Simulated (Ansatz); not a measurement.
# HfB2: the cost of one run

Computed with Ansatz 0.2.0 (DFT rPW86-PBE + rVV10, scalar-relativistic, plane waves, PAW, unless a step's input says otherwise).

1 further run of the same task is left out (set aside as unsound or not needed). Runs told in other sessions of the task aren't counted.

## 1. Starting point

It takes space group P6/mmm (No. 191, hexagonal). Conventional cell: a = 3.143 Å, b = 3.143 Å, c = 3.473 Å, α = 90.00°, β = 90.00°, γ = 120.00°. Around Hf (site symmetry 6/mmm) lie 12 B at 2.51 Å. B (site symmetry -6m2) is surrounded by 3 B at 1.81 Å and 6 Hf at 2.51 Å.

Structure file:

```cif
data_structure
_symmetry_space_group_name_H-M 'P 1'
_symmetry_Int_Tables_number 1
_cell_length_a 3.1433
_cell_length_b 3.1433
_cell_length_c 3.4726
_cell_angle_alpha 90.000
_cell_angle_beta 90.000
_cell_angle_gamma 120.000
_cell_volume 29.71
loop_
_atom_site_label
_atom_site_type_symbol
_atom_site_fract_x
_atom_site_fract_y
_atom_site_fract_z
_atom_site_occupancy
Hf1 Hf 0.00000 0.00000 0.00000 1
B1 B 0.33333 0.66667 0.50000 1
B2 B 0.66667 0.33333 0.50000 1
```

An earlier run on this cell at PBE gave 1.25 GPa at 9.905 Å³/atom (8×8×8 mesh), metallic.

## 2. At the given cell

Input file input.yaml:

```yaml
crystal:
  lattice:
    - [3.1433302003, 0.0, 0.0]
    - [-1.5716651001, 2.7222038059, 0.0]
    - [0.0, 0.0, 3.472647553]
  atoms:
    - { symbol: Hf, position: [0.0, 0.0, 0.0] }
    - { symbol: B, position: [0.3333333333, 0.6666666667, 0.5] }
    - { symbol: B, position: [0.6666666667, 0.3333333333, 0.5] }
basis:
  ecutwfc: 420
  ecutrho_ratio: 4
kpoints:
  mp_grid: { grid: [8, 8, 8] }
hamiltonian:
  xc: { exchange: rpw86, correlation: pbe }
  dispersion: rvv10
scf:
  occupations: { method: gaussian, width: 0.05 }
output:
  forces: true
  stress: true
  eigenvalues: true
relax:
  f_tol: 0.02
  max_steps: 40
  cell: { stress_tol: 0.2, fix: [volume] }
```

Started as:

```console
> ansatz run input.yaml --threads 4 --pin off --max-ram 8192MiB --backend cpu --events-out ev --progress --plain --runs-dir out
```

**Question.** How long does this run take on 4 threads of Arm Neoverse V2, shared host, and how much memory does it need?

About 2.5 s, with a peak of 0.36 GiB.
